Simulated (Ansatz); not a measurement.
# BH2O2Se radical: one species, many methods

How much do the methods differ for BH2O2Se radical? The plan is to run it at one geometry with functionals of several rungs and with coupled cluster, and see how far each lands from CCSD(T) at the basis-set limit for the atomisation energy.

Method: functionals in def2-TZVPP, the program's frozen cores in correlated methods; program: Ansatz 0.2.0, Gaussian basis.

The runs, in order: LDA (SPW92), PBE-D4, revPBE-D4, BLYP-D4, r2SCAN-D4, B97M-V, PBE0-D4, B3LYP-D4, r2SCANh-D4, r2SCAN0-D4, HSE06-D4, BHLYP-D4, CAM-B3LYP-D4, LC-ωPBE, ωB97X-V, ωB97M-V, B2PLYP, PBE-QIDH; CCSD(T)/def2-SVP; CCSD(T)/def2-TZVPP; MP2/def2-QZVPP; extrapolation to the limit; RPA on PBE.

### 1 The relaxed structure

All runs share one geometry, relaxed beforehand with PBE0-D4 in a triple-zeta def2 set.

6 atoms, charge 0, spin multiplicity 2.

Atoms are counted from 1 here; the program's logs count them from 0.

Bond lengths: O1–B2 1.363 Å, O1–H5 0.959 Å, B2–O3 1.354 Å, B2–Se4 1.966 Å, O3–H6 0.963 Å. Angles: B2–O1–H5 115.3°, O1–B2–O3 120.0°, O1–B2–Se4 122.4°, O3–B2–Se4 117.6°, B2–O3–H6 112.3°.

### 2 LDA

This LDA is Slater exchange with PW92 correlation.

Contents of in.yaml:

```yaml
crystal:
  periodic: [false, false, false]
  atoms:
    - {symbol: O, position_ang: [0.461882, 0.903587, -0.530643]}
    - {symbol: B, position_ang: [-0.168440, -0.172086, 0.019935]}
    - {symbol: O, position_ang: [0.414799, -0.851906, 1.034879]}
    - {symbol: Se, position_ang: [-1.924376, -0.797116, -0.604474]}
    - {symbol: H, position_ang: [-0.011008, 1.334831, -1.244364]}
    - {symbol: H, position_ang: [1.269341, -0.481411, 1.278368]}
basis:
  gaussian: {orbitals: def2-TZVPP}
magnetization: {spin_polarized: true, initial_magnetization: 1}
hamiltonian: {xc: lda}
output: {orbitals: {seedname: orbitals}}
```

The runs that follow: PBE-D4 (GGA); revPBE-D4 (GGA); BLYP-D4 (GGA); r2SCAN-D4 (meta-GGA); B97M-V (meta-GGA); PBE0-D4 (hybrid); B3LYP-D4 (hybrid); r2SCANh-D4 (hybrid); r2SCAN0-D4 (hybrid); HSE06-D4 (hybrid); BHLYP-D4 (hybrid); CAM-B3LYP-D4 (range-separated); LC-ωPBE-D4 (range-separated); ωB97X-V (range-separated); ωB97M-V (range-separated); B2PLYP (double hybrid); PBE-QIDH (double hybrid); CCSD(T) in def2-SVP; CCSD(T) in def2-TZVPP; MP2 in def2-QZVPP; RPA on PBE orbitals.

Q: Predict the results of all the runs planned. Wanted: atomisation energy, CCSD(T)/CBS; farthest beyond LDA; mean size of error, GGA; mean size of error, meta-GGA; mean size of error, hybrid; mean size of error, range-separated; mean size of error, double hybrid; gap, smallest and largest; T1 diagnostic.

As calculated:

| quantity | value |
| --- | --- |
| atomisation energy, CCSD(T)/CBS | 2359.3 kJ/mol |
| functionals within 23.6 kJ/mol (1.0 %) | revPBE-D4, BLYP-D4, B97M-V, PBE0-D4, B3LYP-D4, r2SCANh-D4, HSE06-D4, CAM-B3LYP-D4, LC-ωPBE, ωB97X-V, ωB97M-V, B2PLYP, PBE-QIDH |
| farthest beyond LDA | BHLYP-D4 (-106.3 kJ/mol) |
| mean size of error, GGA | 31.1 kJ/mol |
| mean size of error, meta-GGA | 15.1 kJ/mol |
| mean size of error, hybrid | 25.7 kJ/mol |
| mean size of error, range-separated | 5.9 kJ/mol |
| mean size of error, double hybrid | 20.7 kJ/mol |
| gap, smallest and largest | 0.12 eV (LDA (SPW92)), 7.97 eV (LC-ωPBE) |
| T1 diagnostic | 0.0116 |
| triples share of the correlation energy | 3.5 % |

**Reading.** LDA overbinds by 414.7 kJ/mol (18 %). PBE-D4 misses by +72.8 kJ/mol. Double hybrids carry the basis error of their MP2 part in triple zeta, and no dispersion term here, so their miss is partly the set-up's. The rungs range-separated, meta-GGA, double hybrid miss on average by less than the doubt on the reference (23.6 kJ/mol), so they tie. Misses under about 23.6 kJ/mol are within the doubt on the reference itself, which lacks core-valence correlation, relativity and higher excitations, and its outer-core shells are covered unevenly. All levels share the lack of spin-orbit coupling, which lowers the free heavy atoms and so the true binding. Hartree-Fock recovers 71 % of the binding; the rest is correlation. CCSD(T) in def2-SVP is off by -140.6 kJ/mol, so the small basis spoils what the method gains. The gap grows from 0.1 to 8.0 eV across the functionals, mostly with the share of exact exchange. Correlated methods include outer-core shells of Se, which these sets cover unevenly.
